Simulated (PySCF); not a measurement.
# F2H4O3Si2Ti ((F)2Ti(OSiH2)2O): the cost of one run

Programs: PySCF 2.14.0, with routines of our own; each step states its level. All values are computed. Atoms count from 0.

## 1. The system as given

12 atoms, charge 0, multiplicity 1; geometry from: GFN2-xTB.

## 2. Magnetic properties: GIAO PBE/def2-SVP Ti:def2-TZVP

The job: settings as JSON, then the geometry in Å.

```
{"job": {"kind": "mag", "xc": "PBE", "basis": {"default": "def2-SVP", "Ti": "def2-TZVP"}}, "charge": 0, "multiplicity": 1}
Ti     0.220650    -1.559900     0.755460
F     -0.247760    -1.817030     2.387990
F      0.905890    -2.895070    -0.080320
O      1.364270    -0.272440     0.726670
Si     1.261860     1.208210     0.078860
O     -0.193020     1.352680    -0.649350
Si    -1.483570     0.371570    -0.847260
O     -1.168820    -1.040670    -0.119270
H      1.272070     2.189390     1.165890
H      2.262690     1.315390    -0.985500
H     -2.596130     1.015010    -0.144480
H     -1.598120     0.132870    -2.288680
```

With the program's defaults for keys left out, this is: GIAO PBE/def2-SVP Ti:def2-TZVP magnetisability, rotational g tensor and spin-rotation constants, non-relativistic, gas phase.

The run is started by

```console
OMP_NUM_THREADS=1 python excited_run.py task.json out
```

The driver reads the jobs from task.json and runs them one after another.

Q: Estimate the wall time and peak memory of this first job on 1 thread of AMD EPYC 9R45, shared host.

About 30 s, with a peak of 1.1 GiB.
